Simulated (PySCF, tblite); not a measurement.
# C₄H₉P₂Si radical: geometry, infrared bands and EPR parameters

Wanted: the infrared bands and EPR parameters of C₄H₉P₂Si radical (`C=[C]/C=C\[SiH](P)P`), by calculation.

The runs use tblite 0.8.0 and PySCF 2.14.0, with density-fitted response routines of our own; the level of theory stands in each step. All values are computed, except where a source is named. Atoms are numbered from 0 throughout.

**1. The starting structure**

16 atoms, charge 0, multiplicity 2; geometry from: force field or distance geometry start.

Bonds of the start (Å): C0–C1 1.34, C1–C2 1.45, C2–C3 1.35, C3–Si4 1.85, Si4–P5 2.22, Si4–P6 2.21, C0–H7 1.08, C0–H8 1.08, C2–H9 1.07, C3–H10 1.10, Si4–H11 1.46, P5–H12 1.48, P5–H13 1.45, P6–H14 1.46, P6–H15 1.46.

**2. Relaxing the molecule with GFN2-xTB**

Job settings and geometry (Å):

```
{"job": {"kind": "relax", "xc": "GFN2-xTB", "basis": "xTB"}, "charge": 0, "multiplicity": 2}
C      2.875900     0.185000     1.219800
C      1.611400     0.136200     0.786300
C      1.376900    -0.483000    -0.500300
C      0.100700    -0.523300    -0.931000
Si    -1.202500     0.172000     0.188600
P     -2.799300    -1.365300     0.275300
P     -1.984700     1.957300    -0.849900
H      3.713300    -0.196200     0.646000
H      3.087400     0.633500     2.184600
H      2.183900    -0.873400    -1.091500
H     -0.162400    -0.978300    -1.892000
H     -0.677600     0.455200     1.519600
H     -2.515000    -2.127800     1.513000
H     -2.608900    -2.274700    -0.844400
H     -1.285800     2.104600    -2.126000
H     -1.721000     3.186900    -0.109500
```

Launch:

```sh
> OMP_NUM_THREADS=1 python probes_run.py task.json out
```

This one command runs all jobs of the session in turn.

The log of the run:

```text
step      E/eV     max force
  0    -535.95186    3.103
  1    -536.29359    1.433
  2    -536.61259    1.511
  3    -536.84761    1.308
  4    -537.02984    1.067
  5    -537.12775    0.734
  6    -537.17008    0.479
  7    -537.19797    0.413
  8    -537.22003    0.429
  9    -537.25345    0.373
 10    -537.27235    0.316
 11    -537.28862    0.245
 12    -537.29991    0.329
 13    -537.31283    0.317
 14    -537.32059    0.210
 15    -537.32432    0.109
 16    -537.32606    0.102
 17    -537.32751    0.096
 18    -537.32942    0.111
 19    -537.33167    0.121
 20    -537.33372    0.118
 21    -537.33541    0.121
 22    -537.33707    0.101
 23    -537.33868    0.102
 24    -537.33988    0.084
 25    -537.34053    0.062
 26    -537.34095    0.062
 27    -537.34159    0.076
 28    -537.34270    0.095
 29    -537.34442    0.093
 30    -537.34651    0.106
 31    -537.34878    0.140
 32    -537.35181    0.187
 33    -537.35751    0.307
 34    -537.36614    0.791
 35    -537.38557    0.563
 36    -537.44484    0.831
 37    -537.50093    1.657
 38    -537.62613    1.099
 39    -537.74696    0.883
 40    -537.86708    0.792
 41    -537.91641    0.719
 42    -537.90992    1.100
 43    -537.95800    0.395
 44    -537.96852    0.311
 45    -537.98333    0.218
 46    -537.99514    0.233
 47    -538.00181    0.191
 48    -538.00579    0.130
 49    -538.00870    0.143
 50    -538.01208    0.165
 51    -538.01709    0.237
 52    -538.02425    0.268
 53    -538.03273    0.216
 54    -538.04029    0.198
 55    -538.04605    0.173
 56    -538.05088    0.182
 57    -538.05633    0.204
 58    -538.06145    0.164
 59    -538.06498    0.159
 60    -538.06706    0.117
 61    -538.06836    0.081
 62    -538.06962    0.134
 63    -538.07129    0.157
 64    -538.07299    0.120
 65    -538.07418    0.103
 66    -538.07516    0.099
 67    -538.07646    0.115
 68    -538.07813    0.129
 69    -538.07967    0.102
 70    -538.08066    0.071
 71    -538.08137    0.062
 72    -538.08220    0.093
 73    -538.08349    0.114
 74    -538.08495    0.092
 75    -538.08609    0.070
 76    -538.08692    0.054
 77    -538.08774    0.076
 78    -538.08871    0.087
 79    -538.08999    0.074
 80    -538.09123    0.091
 81    -538.09219    0.086
 82    -538.09281    0.068
 83    -538.09329    0.047
 84    -538.09383    0.052
 85    -538.09456    0.062
 86    -538.09555    0.069
 87    -538.09662    0.088
 88    -538.09746    0.067
 89    -538.09809    0.064
 90    -538.09861    0.049
 91    -538.09912    0.062
 92    -538.09958    0.044
 93    -538.09992    0.039
 94    -538.10014    0.033
 95    -538.10034    0.032
 96    -538.10057    0.036
 97    -538.10083    0.033
 98    -538.10108    0.034
 99    -538.10129    0.034
100    -538.10145    0.026
101    -538.10158    0.027
102    -538.10170    0.024
103    -538.10180    0.022
104    -538.10190    0.027
105    -538.10199    0.022
106    -538.10208    0.024
107    -538.10215    0.014
108    -538.10220    0.014
109    -538.10224    0.017
110    -538.10230    0.017
111    -538.10239    0.023
112    -538.10252    0.023
113    -538.10266    0.028
114    -538.10280    0.037
115    -538.10294    0.044
116    -538.10316    0.051
117    -538.10350    0.069
118    -538.10397    0.091
119    -538.10440    0.068
120    -538.10477    0.053
121    -538.10503    0.043
122    -538.10531    0.053
123    -538.10563    0.064
124    -538.10610    0.056
125    -538.10654    0.046
126    -538.10684    0.042
127    -538.10684    0.080
128    -538.10726    0.051
129    -538.10759    0.055
130    -538.10972    0.098
131    -538.11256    0.176
132    -538.11461    0.095
133    -538.11695    0.063
134    -538.11775    0.080
135    -538.11820    0.051
136    -538.11884    0.081
137    -538.12010    0.117
138    -538.12129    0.099
139    -538.12208    0.219
140    -538.12348    0.058
141    -538.12419    0.068
142    -538.12496    0.062
143    -538.12564    0.060
144    -538.12645    0.051
145    -538.12686    0.065
146    -538.12727    0.061
147    -538.12782    0.077
148    -538.12890    0.134
149    -538.13096    0.121
150    -538.13282    0.185
151    -538.13218    0.391
152    -538.13591    0.168
153    -538.13702    0.063
154    -538.13792    0.126
155    -538.13832    0.046
156    -538.13867    0.038
157    -538.13908    0.037
158    -538.13936    0.038
159    -538.13984    0.053
160    -538.14057    0.057
161    -538.14137    0.078
162    -538.14186    0.173
163    -538.14272    0.059
164    -538.14319    0.048
165    -538.14347    0.033
166    -538.14362    0.032
167    -538.14377    0.021
168    -538.14390    0.019
169    -538.14399    0.022
170    -538.14411    0.028
171    -538.14421    0.024
172    -538.14428    0.015
173    -538.14432    0.014
174    -538.14436    0.014
175    -538.14440    0.012
176    -538.14444    0.011
177    -538.14447    0.015
178    -538.14451    0.018
179    -538.14456    0.025
180    -538.14462    0.026
181    -538.14469    0.029
182    -538.14477    0.021
183    -538.14491    0.036
184    -538.14512    0.046
185    -538.14547    0.047
186    -538.14592    0.052
187    -538.14637    0.090
188    -538.14668    0.120
189    -538.14709    0.061
190    -538.14742    0.036
191    -538.14762    0.040
192    -538.14771    0.028
193    -538.14782    0.025
194    -538.14792    0.022
195    -538.14802    0.019
196    -538.14810    0.023
197    -538.14817    0.028
198    -538.14829    0.031
199    -538.14848    0.042
200    -538.14871    0.053
201    -538.14895    0.048
202    -538.14924    0.071
203    -538.14955    0.072
204    -538.15006    0.055
205    -538.15035    0.021
206    -538.15056    0.031
207    -538.15070    0.028
208    -538.15081    0.026
209    -538.15094    0.025
210    -538.15105    0.045
211    -538.15114    0.038
212    -538.15122    0.043
213    -538.15132    0.032
214    -538.15145    0.022
215    -538.15163    0.030
216    -538.15187    0.044
217    -538.15215    0.048
218    -538.15243    0.040
219    -538.15269    0.027
220    -538.15289    0.030
221    -538.15303    0.026
222    -538.15313    0.043
223    -538.15326    0.029
224    -538.15345    0.029
225    -538.15356    0.040
226    -538.15377    0.031
227    -538.15422    0.048
228    -538.15493    0.072
229    -538.15589    0.098
230    -538.15703    0.103
231    -538.15869    0.113
232    -538.16075    0.204
233    -538.16238    0.193
234    -538.16696    0.136
235    -538.17054    0.199
236    -538.17383    0.200
237    -538.17767    0.130
238    -538.18014    0.163
239    -538.18172    0.075
240    -538.18304    0.187
241    -538.18548    0.126
242    -538.18668    0.087
243    -538.18785    0.158
244    -538.18883    0.098
245    -538.18931    0.060
246    -538.18992    0.085
247    -538.19046    0.063
248    -538.19102    0.055
249    -538.19156    0.060
250    -538.19220    0.069
251    -538.19298    0.072
252    -538.19333    0.042
253    -538.19361    0.039
254    -538.19389    0.043
255    -538.19410    0.043
256    -538.19436    0.031
257    -538.19454    0.027
258    -538.19468    0.031
259    -538.19482    0.025
260    -538.19495    0.019
261    -538.19502    0.021
262    -538.19508    0.021
263    -538.19513    0.017
264    -538.19516    0.012
265    -538.19520    0.016
266    -538.19525    0.017
267    -538.19531    0.019
268    -538.19536    0.020
269    -538.19541    0.025
270    -538.19546    0.028
271    -538.19553    0.025
272    -538.19562    0.023
273    -538.19573    0.026
274    -538.19586    0.028
275    -538.19600    0.035
276    -538.19617    0.029
277    -538.19631    0.028
278    -538.19643    0.027
279    -538.19654    0.023
280    -538.19663    0.027
281    -538.19673    0.029
282    -538.19684    0.029
283    -538.19696    0.023
284    -538.19704    0.019
285    -538.19708    0.011
286    -538.19709    0.009
```

Run time: 2.1 s. Hardware: 1 thread of Arm Neoverse V2, shared host.

Relaxation path: (not every step is listed)

```csv
step,energy from step 0 (eV),largest force (eV/Å)
0,0.0000,3.1031
1,-0.3417,1.4331
2,-0.6607,1.5107
3,-0.8958,1.3082
4,-1.0780,1.0669
5,-1.1759,0.7335
6,-1.2182,0.4786
7,-1.2461,0.4134
8,-1.2682,0.4293
35,-1.4337,0.5626
62,-2.1178,0.1337
89,-2.1462,0.0639
116,-2.1513,0.0508
143,-2.1738,0.0605
170,-2.1922,0.0277
197,-2.1963,0.0277
224,-2.2016,0.0290
251,-2.2411,0.0719
278,-2.2446,0.0266
281,-2.2449,0.0291
282,-2.2450,0.0287
283,-2.2451,0.0231
284,-2.2452,0.0188
285,-2.2452,0.0114
286,-2.2452,0.0090
```

Close pairs (by a distance rule), those that changed most:

```csv
bond,before (Å),after (Å),change (Å)
C1–C2,1.447,1.335,-0.112
P5–H12,1.481,1.381,-0.101
P6–H14,1.462,1.380,-0.083
P6–H15,1.459,1.381,-0.078
P5–H13,1.455,1.384,-0.071
Si4–P5,2.218,2.271,+0.053
C0–C1,1.338,1.288,-0.050
C2–C3,1.348,1.394,+0.046
```

The final coordinates are the input of the step that follows.

**3. Harmonic vibrations with GFN2-xTB**

Job settings and geometry (Å):

```
{"job": {"kind": "ir", "xc": "GFN2-xTB", "basis": "xTB"}, "charge": 0, "multiplicity": 2}
C      2.403370    -0.556327     1.654653
C      1.986573    -0.636190     0.439053
C      1.562637    -0.729593    -0.823868
C      0.366237    -0.198310    -1.302046
Si    -0.868602     0.693583    -0.235265
P     -1.787230    -0.612712     1.379562
P     -2.506893     1.366580    -1.629999
H      3.019454     0.262122     2.000971
H      2.166516    -1.301804     2.401541
H      2.207783    -1.261613    -1.517037
H      0.134833    -0.373447    -2.344241
H     -0.254542     1.794824     0.533500
H     -0.715153    -1.481062     1.432771
H     -2.485896    -1.428429     0.506006
H     -1.934165     2.595588    -1.885023
H     -3.302521     1.875732    -0.621990
```

The log of the run:

```text
mode    cm-1     km/mol
  1      33.4      0.66
  2      58.3      1.64
  3      81.3      8.44
  4      93.1      3.05
  5      98.2      3.98
  6     107.6      5.78
  7     135.6      4.38
  8     201.0      6.26
  9     268.3      1.31
 10     286.5     13.33
 11     409.0     14.03
 12     471.0      2.29
 13     489.6     27.95
 14     558.2    158.56
 15     576.0     29.83
 16     609.7     91.11
 17     616.9     72.33
 18     671.6      6.78
 19     691.5     18.14
 20     693.3     80.49
 21     708.8     74.34
 22     769.0     24.15
 23     849.9     33.67
 24     863.8      9.69
 25     930.9      0.91
 26    1016.5      0.44
 27    1139.7     10.81
 28    1145.7     16.55
 29    1166.8      1.32
 30    1300.4     10.18
 31    1325.0      8.27
 32    1407.4     18.93
 33    1979.9    140.52
 34    2111.2    157.24
 35    2306.7    101.27
 36    2320.9    113.58
 37    2393.0    111.69
 38    2408.5    129.62
 39    2996.4     25.80
 40    3020.0      4.70
 41    3030.3     12.79
 42    3047.6     13.70
```

Wall time 0.63 s (1 thread of Arm Neoverse V2, shared host).

The strongest bands and the atoms that carry them (share of the mass-weighted mode):

```csv
cm⁻¹,km/mol,atoms
558,158.6,H11 69 %
610,91.1,"H10 43 %, C3 15 %"
1980,140.5,"C1 67 %, C0 23 %"
2111,157.2,H11 96 %
2307,101.3,"H13 63 %, H12 32 %"
2321,113.6,"H15 55 %, H14 41 %"
2393,111.7,"H12 63 %, H13 32 %"
2408,129.6,"H14 55 %, H15 41 %"
```

**4. g tensor and hyperfine couplings: B3LYP/pcH-1**

Same as in step 3 but for these lines:

```diff
@@ -1,2 +1,2 @@
-{"job": {"kind": "ir", "xc": "GFN2-xTB", "basis": "xTB"}, "charge": 0, "multiplicity": 2}
+{"job": {"kind": "epr", "basis": "pcH-1"}, "charge": 0, "multiplicity": 2}
 C      2.403370    -0.556327     1.654653
```

Method: UKS B3LYP, pcH-1 on C H P Si, non-relativistic, mean-field spin-orbit, GIAO.

The log of the run:

```text
UKS, coarse grid
  cycle   1  E = -1129.94878556  |g| = 3.06e-01
  cycle   2  E = -1129.94611844  |g| = 2.94e-01
  cycle   3  E = -1129.98781733  |g| = 8.22e-02
  cycle   4  E = -1129.99052991  |g| = 4.42e-02
  cycle   5  E = -1129.99167128  |g| = 7.20e-03
  cycle   6  E = -1129.99174101  |g| = 4.88e-03
  cycle   7  E = -1129.99176318  |g| = 2.40e-03
  cycle   8  E = -1129.99176958  |g| = 1.69e-03
  cycle   9  E = -1129.99177025  |g| = 3.52e-04
UKS, final grid
  cycle   1  E = -1129.99173240  |g| = 3.22e-04
  cycle   2  E = -1129.99173244  |g| = 4.60e-04
  cycle   3  E = -1129.99173257  |g| = 1.20e-04
  cycle   4  E = -1129.99173260  |g| = 9.23e-05
  cycle   5  E = -1129.99173262  |g| = 2.36e-05
  cycle   6  E = -1129.99173262  |g| = 9.24e-06
E = -1129.99173262 Eh   <S^2> = 0.7720 (exact 0.7500)
g shifts (ppm)      1          2          3
  rmc          -136       -136       -136
  gc             18         12         24
  oz_so        -271        304        719
  total        -389        180        606
hyperfine (MHz)  atom isotope    a_iso     a_fc   dipolar eigenvalues
    0   13C     -35.71     -35.72     -8.78      2.36      6.42
    1   13C      43.77      43.85    -47.26    -35.71     82.97
    2   13C     -45.41     -45.43    -24.35      9.35     15.00
    3   13C      59.65      59.73    -52.09    -50.88    102.98
    4  29Si      34.67      34.72     -2.05      0.38      1.67
    5   31P      -5.23      -5.02    -19.33    -17.38     36.71
    6   31P      -4.17      -4.17     -1.11     -0.40      1.51
    7    1H     102.52     102.53     -2.92     -2.04      4.95
    8    1H     101.11     101.11     -2.83     -2.09      4.93
    9    1H      14.00      14.00     -4.90     -0.53      5.43
   10    1H     -41.26     -41.27    -25.44     -0.26     25.71
   11    1H      25.55      25.56     -2.22     -1.47      3.69
   12    1H      -0.87      -0.88     -3.00     -0.65      3.65
   13    1H      -0.64      -0.64     -1.86     -0.64      2.50
   14    1H       0.53       0.53     -1.10     -1.01      2.11
   15    1H      -1.11      -1.11     -0.68     -0.68      1.36
```

Wall time 1.9 min (1 thread of Arm Neoverse V2, shared host); peak memory 1.1 GiB.

Principal g values 2.00193, 2.00250, 2.00293; g(iso) = 2.00245, against 2.00232 for a free electron.

Mean a(iso) over the nuclei that a row names, and the largest dipolar term of the row (other rows stand at the frozen geometry):

```csv
nuclei,isotope,a(iso) (MHz),"a(iso) (G, at g = 2.0023)",largest dipolar term (MHz)
"H7, H8",1H,101.8,36.3,5.0
C3,13C,59.7,21.3,103.0
C2,13C,-45.4,-16.2,-24.3
C1,13C,43.8,15.6,83.0
H10,1H,-41.3,-14.7,25.7
C0,13C,-35.7,-12.7,-8.8
Si4,29Si,34.7,12.4,-2.0
H11,1H,25.6,9.1,3.7
H9,1H,14.0,5.0,5.4
"P5, P6",31P,-4.7,-1.7,36.7
"H12, H13, H14, H15",1H,-0.5,-0.2,3.6
```

Mulliken spin populations:

C0 -0.10; C1 0.54; C2 -0.23; C3 0.70; Si4 -0.03; P5 0.05; P6 0.00; H7 0.04; H8 0.04; H9 0.01; H10 -0.03; H11 0.02; H12 0.00; H13 0.00; H14 0.00; H15 0.00

In first order the couplings over 0.8 MHz of 1H, 31P give 72 distinct lines over 104.9 G, if the averaged nuclei exchange fast.

The fields below are evaluated on a grid from the run's orbitals.

ELF in a plane through or near 4 of the atoms.

Ten even steps from ' ' (0.00) to '@' (1.00):
```
                                                        
                                                        
                                                        
                                                        
                  ..::::..::::::..                      
                  ::========++==..      ..::::..        
            ....::==****####****::    ::==****==::      
        ..--==++++##%%**##**##%%==..--++++**##**==..    
        --++##%%++--####--++%%@@==++##++::::**##++..    
        --++##%%##::====  --**..==::@@**++====**==..    
        ::==****##%%##==  ..::::##..%%##--++%%**::      
        ::##@@@@++====..  ::****======::++@@@@##::      
        ++@@@@@@%%::      ::##@@@@**..  ::%%@@##::      
        ++@@@@@@%%..    --==++++##**..    ++**==..      
          **%%%%::      ==++==::**%%++                  
            ....        --##%%%%@@@@##::                
                        --##@@@@@@@@##--                
                        ::##@@@@@@%%**..                
                          ::++##**==..                  
                              ..                        
```
The map spans 12.6 Å across and 9.5 Å up, centred on the molecule. Atoms in the plane (x, y in Å): C1 (-2.1, 0.5), Si4 (1.1, -0.1), P6 (3.3, 0.4), H8 (-3.3, -1.2).

log10 of the density (e/Å³) in the same plane.

Values, 10 rows by 14 columns:
```
-4.0 -4.0 -4.0 -4.0 -4.0 -4.0 -4.0 -4.0 -4.0 -4.0 -4.0 -4.0 -4.0 -4.0
-4.0 -4.0 -4.0 -4.0 -3.4 -3.0 -3.0 -3.0 -3.3 -4.0 -4.0 -4.0 -4.0 -4.0
-4.0 -4.0 -4.0 -3.2 -2.1 -1.5 -1.5 -1.5 -1.9 -2.6 -2.3 -2.4 -3.0 -4.0
-4.0 -4.0 -2.9 -1.9 -1.0 -0.3 -0.3 -0.2 -1.0 -1.4 -0.8 -1.0 -1.9 -3.2
-4.0 -3.7 -2.1 -1.1  0.0  0.3 -0.4  0.0 -0.4 -0.4  0.4 -0.3 -1.4 -2.8
-4.0 -3.3 -1.7 -0.4  0.1 -0.3 -1.3 -0.5  1.1 -0.3 -0.1 -0.3 -1.4 -2.9
-4.0 -3.4 -1.7 -0.1 -0.5 -1.4 -1.3 -0.5 -0.3 -1.0 -1.2 -1.0 -2.0 -3.3
-4.0 -4.0 -2.6 -1.6 -1.8 -2.1 -1.0 -0.2 -0.1 -1.1 -2.2 -2.5 -3.1 -4.0
-4.0 -4.0 -4.0 -3.5 -3.5 -2.8 -1.6 -0.8 -0.8 -1.5 -2.7 -4.0 -4.0 -4.0
-4.0 -4.0 -4.0 -4.0 -4.0 -3.8 -2.6 -2.1 -2.0 -2.6 -3.6 -4.0 -4.0 -4.0
```
The map spans 12.6 Å across and 9.5 Å up, centred on the molecule. Atoms in the plane (x, y in Å): C1 (-2.1, 0.5), Si4 (1.1, -0.1), P6 (3.3, 0.4), H8 (-3.3, -1.2).

On the surface of density 0.002 e/bohr³ the electrostatic potential runs, from the 1st to the 99th percentile, from -0.91 V near P5 to 1.04 V near H8.

The spin density lies nearest to C1, C3 about 34 % each; C2 8 % (beta excess).

**5. Outcome**

| quantity | value |
| --- | --- |
| strongest single infrared mode (GFN2-xTB) | 558 cm⁻¹, 159 km/mol |
| zero-point energy (GFN2-xTB) | 64.9 kcal/mol |
| g(iso) (B3LYP) | 2.00245 |
| ⟨S²⟩ | 0.772 (exact 0.75) |
| largest a(iso) (averaged by class) | 1H on H7, H8, 101.8 MHz |
| surface potential, 1st and 99th percentile | -0.91 V and 1.04 V |

**Reading.** Relaxing lowered the energy by 2.245 eV in 286 steps; the close pair that moved most is C1–C2, from 1.447 to 1.335 Å. All 42 modes are real, so the xTB geometry is a minimum. The strongest single mode, at 558 cm⁻¹, moves mainly H11. Unscaled tight-binding wavenumbers are off by several per cent, some by more. Its intensities can rank the bands wrongly. The largest spin populations lie on C3 (0.70 e), C1 (0.54 e). The isotropic g lies 0.1 ppt above the free-electron value.
